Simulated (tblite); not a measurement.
# C2H12B3N3: the cost of one run

Computed with tblite 0.8.0 and PySCF 2.14.0; each step states its level. No surroundings beyond the atoms listed, unless a continuum is named. Atoms count from 0, parts from 1.

## 1. Starting point

20 atoms, charge 0, multiplicity 1; geometry: distance geometry start.

## 2. Relaxing the cluster with GFN2-xTB

Job settings and geometry (Å):

```
{"job": {"kind": "relax", "xc": "GFN2-xTB", "basis": "xTB"}, "charge": 0, "multiplicity": 1}
N      0.506884     0.982427     0.938325
B     -0.919000     1.367233     0.567204
N     -1.215447     0.715725    -0.779510
B     -1.284475    -0.813468    -0.594078
N     -0.236587    -1.392627     0.292041
B      0.871108    -0.474790     0.656794
C      2.037152    -0.502125    -0.354627
C      2.914679    -0.483063    -1.181736
H      1.120001     1.546233     0.312362
H      0.677313     1.285677     1.907825
H     -1.610550     0.963927     1.430434
H     -1.020749     2.540772     0.389320
H     -0.511088     0.945655    -1.518564
H     -2.146957     1.054888    -1.073547
H     -2.393071    -0.987278    -0.120003
H     -1.284435    -1.364272    -1.638204
H      0.068781    -2.299572    -0.129701
H     -0.726094    -1.679066     1.192366
H      1.365614    -0.901497     1.672129
H      3.707726    -0.519473    -1.898991
```

Method: GFN2-xTB geometry optimisation, gas phase.

Launch:

```
$ OMP_NUM_THREADS=1 python cluster_run.py task.json out
```

The driver reads the jobs from task.json and runs them one after another.

**Question.** How long does this first job take on 1 thread of Arm Neoverse V2, shared host?

About 2.4 s.
